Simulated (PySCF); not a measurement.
# A diatomic session: TbS

One table from this session's results is given with a row withheld; the runs are named, their logs left out.

The runs use PySCF 2.14.0; Tb x2c-SVPall, S x2c-SVPall, spin-free X2C with a Gaussian nucleus.

The first run:

A driver script around PySCF takes these settings:

```
atoms                         : Tb, S
charge                        : 0
basis                         : Tb x2c-SVPall, S x2c-SVPall
Hamiltonian                   : spin-free X2C with a Gaussian nucleus
basis functions               : 103
electrons treated             : 81
masses in u                   : 158.9253, 31.9721
levels                        : PBE0, PBE, r²SCAN, BHandHLYP, PW91, HF, MP2, SCS-MP2
grid                          : 80 radial by 434 angular points
occupations                   : held fixed by the projection of orbital angular momentum
dissociation limit            : Tb + S, each in its ground configuration
starting distance in angstrom : 2.300
values of 2S to try           : 3, 5, 7
```

Command:

```
$ OMP_NUM_THREADS=2 python dia.py task.json out
```

Steps of the session up to this table: Set-up; First curve: PBE0; Other states along the same grid; PBE (GGA); r²SCAN (meta-GGA); BHandHLYP (global hybrid GGA); PW91 (GGA); UHF (mean field).

One table of the session follows, with a row left open; its other results are not shown here.

It belongs to the step «The curves together». Energy (eV) from each level's lowest point:

| R (Å) | UHF | UHF-MP2 | UHF-SCS-MP2 | PBE | PW91 |
| --- | --- | --- | --- | --- | --- |
| 1.965 | 2.200 | 1.573 | 1.696 | 1.653 | 1.656 |
| 2.057 | 1.082 | 0.680 | 0.759 | 0.774 | 0.778 |
| 2.148 | 0.410 | 0.193 | 0.236 | 0.271 | 0.273 |
| 2.216 | ? | ? | ? | ? | ? |
| 2.285 | 0.006 | 0.000 | 0.000 | 0.000 | 0.000 |
| 2.354 | 0.000 | 0.074 | 0.059 | 0.013 | 0.011 |
| 2.445 | 0.137 | 0.296 | 0.265 | 0.127 | 0.122 |
| 2.559 | 0.474 | 0.708 | 0.672 | 0.368 | 0.360 |
| 2.696 | 1.028 | 1.333 | 1.319 | 0.735 | 0.724 |
| 2.879 | 1.849 | 2.392 | 2.504 | 1.273 | 1.259 |

Q: Estimate the row for R (Å) = 2.216 from the others.

Worked estimate for «UHF». A straight line through the neighbours (2.148, 0.410) and (2.285, 0.006) gives 0.410 + (0.006 − 0.410) × (2.216 − 2.148) / (2.285 − 2.148) = 0.209; a parabola fitted to 4 rows on both sides gives 0.127.

**Answer.** UHF: 0.132; UHF-MP2: 0.030; UHF-SCS-MP2: 0.049; PBE: 0.076; PW91: 0.078. In «UHF» the line misses by +0.077 and the parabola by -0.005.

Caveats from the session: The state is the lowest single determinant that the PBE0 search found; with open d or f shells the true ground state can be another one. At some levels the lowest empty orbital lies below the highest filled one (the two can be of opposite spin).
